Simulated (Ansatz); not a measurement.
**Mo started on a Cs site in perovskite CsSnI3, 40 atoms, charge +1**

Aim: let the atoms about the defect relax, then find its formation energy and its levels in the gap by PBEsol, HSE06 and r²SCAN.

Program: Ansatz 0.2.0, PAW, plane waves. These are calculated values, not measurements.

**1. The starting cell**

40 atoms (7 Cs, 1 Mo, 8 Sn, 24 I); a = 12.314 Å, b = 12.314 Å, c = 12.314 Å, α = 90.00°, β = 90.00°, γ = 90.00°. All atoms were shaken off their sites by about 0.02 Å along each axis. Defect site 1: (0.500, 0.500, 0.500).

Plan of the steps: (2) PBEsol relaxation at the single k point (¼, ¼, ¼), on 1 × NVIDIA GB200 with 8 threads of Arm Neoverse-V2; (3) HSE06 single point at the single k point (¼, ¼, ¼), on 1 × NVIDIA GB200 with 8 threads of Arm Neoverse-V2; (4) r²SCAN single point at the single k point (¼, ¼, ¼), on 1 × NVIDIA GB200 with 8 threads of Arm Neoverse-V2.

**2. Relaxing the atoms with PBEsol**

The input, in.yaml:

```yaml
crystal:
  lattice:
    - [12.314462, 0.000000, 0.000000]
    - [0.000000, 12.314462, 0.000000]
    - [0.000000, 0.000000, 12.314462]
  atoms:
    - { symbol: Cs, position: [0.001991, 0.997445, 0.000256] }
    - { symbol: Cs, position: [0.000107, 0.998889, 0.499968] }
    - { symbol: Cs, position: [0.999887, 0.500232, 0.001461] }
    - { symbol: Cs, position: [0.001000, 0.498464, 0.497550] }
    - { symbol: Cs, position: [0.498935, 0.998725, 0.000028] }
    - { symbol: Cs, position: [0.499972, 0.001319, 0.497045] }
    - { symbol: Cs, position: [0.498836, 0.500811, 0.001576] }
    - { symbol: Mo, position: [0.498812, 0.502174, 0.501126] }
    - { symbol: Sn, position: [0.249296, 0.247445, 0.249146] }
    - { symbol: Sn, position: [0.247566, 0.251128, 0.749223] }
    - { symbol: Sn, position: [0.249408, 0.748847, 0.247881] }
    - { symbol: Sn, position: [0.246420, 0.746824, 0.752141] }
    - { symbol: Sn, position: [0.747174, 0.250620, 0.245824] }
    - { symbol: Sn, position: [0.751492, 0.250824, 0.748957] }
    - { symbol: Sn, position: [0.750866, 0.747718, 0.250987] }
    - { symbol: Sn, position: [0.749682, 0.748218, 0.749765] }
    - { symbol: I, position: [0.249953, 0.250518, 0.998520] }
    - { symbol: I, position: [0.252544, 0.250129, 0.499704] }
    - { symbol: I, position: [0.249348, 0.750215, 0.999694] }
    - { symbol: I, position: [0.246837, 0.749951, 0.500061] }
    - { symbol: I, position: [0.748892, 0.248923, 0.001761] }
    - { symbol: I, position: [0.747732, 0.249015, 0.502497] }
    - { symbol: I, position: [0.752850, 0.750405, 0.001175] }
    - { symbol: I, position: [0.750945, 0.750833, 0.503470] }
    - { symbol: I, position: [0.998554, 0.248679, 0.250305] }
    - { symbol: I, position: [0.998059, 0.248989, 0.748323] }
    - { symbol: I, position: [0.003186, 0.749532, 0.249309] }
    - { symbol: I, position: [0.003620, 0.749914, 0.751063] }
    - { symbol: I, position: [0.499439, 0.250247, 0.252278] }
    - { symbol: I, position: [0.500148, 0.250860, 0.748613] }
    - { symbol: I, position: [0.499273, 0.749921, 0.246141] }
    - { symbol: I, position: [0.498669, 0.752683, 0.749163] }
    - { symbol: I, position: [0.251431, 0.998173, 0.250193] }
    - { symbol: I, position: [0.251619, 0.003025, 0.749141] }
    - { symbol: I, position: [0.250879, 0.496549, 0.250520] }
    - { symbol: I, position: [0.249098, 0.499883, 0.744977] }
    - { symbol: I, position: [0.747729, 0.999220, 0.250708] }
    - { symbol: I, position: [0.751480, 0.002110, 0.751459] }
    - { symbol: I, position: [0.749484, 0.498028, 0.248641] }
    - { symbol: I, position: [0.750478, 0.500411, 0.750019] }
  symmetry: { detect: false }
kpoints:
  mp_grid: { grid: [1, 1, 1], shift: [0.25, 0.25, 0.25] }
hamiltonian:
  xc: pbesol
total_charge: 1
scf:
  occupations: { method: fermi_dirac, width: 0.01 }
relax:
  f_tol: 0.03
  max_steps: 80
  escape_saddle: false
  adjacent_minimum: "off"
output:
  forces: true
  eigenvalues: true
  populations: true
  charged_corrections: { epsilon: 30 }
```

Started as:

```
ansatz run in.yaml --threads 8 --pin off --max-ram 118750MiB --runs-dir r --events-out ev --progress --plain --backend cuda --devices 0, --max-vram 170GiB
```

After this run come: HSE06 on the final geometry; r²SCAN on the same atoms.

What does the calculation give? Wanted: for each run, formation energy; host gap; top filled to lowest empty.

**Answer**, as computed:

```
             level         time  formation energy (eV)  host gap (eV)  top filled to lowest empty (eV)
PBEsol, relaxation   32 s (GPU)                   7.40           0.08                             0.48
             HSE06   29 s (GPU)                   7.11           0.66                             1.52
            r²SCAN  5.1 s (GPU)                   7.81           0.32                             0.74
```

| quantity | value |
| --- | --- |
| relaxation | 32 recorded steps, 6.31 eV gained |
| largest shift | 3.57 Å (Mo8) |

**Reading.** The relaxation lowers the energy by 6.31 eV; the largest shift is 3.57 Å (Mo8). The formation energy at E_F = VBM goes from 7.40 eV (PBEsol) to 7.81 eV (r²SCAN), as the host gap goes from 0.08 to 0.32 eV. The reservoirs are the elements' reference phases; where the defect changes the composition, the value depends on that choice. r²SCAN puts 1 localised level over 0.1 eV inside the gap, at 0.18 (empty) eV, the tightest of them shared by about 3 atoms. Those within 0.2 eV of an edge lie within the error of lining up the edges. Exact exchange costs time: HSE06 ran about 5.8 times as long as r²SCAN on the same kind of device. No spin–orbit coupling is included; with elements this heavy it would shift the edges. The host's edges were read at Γ, so band-like levels at this k point need not coincide with them. Finite-cell errors of some tenths of an eV remain in such numbers. The dielectric constant of 30 in the correction is an assumed value.
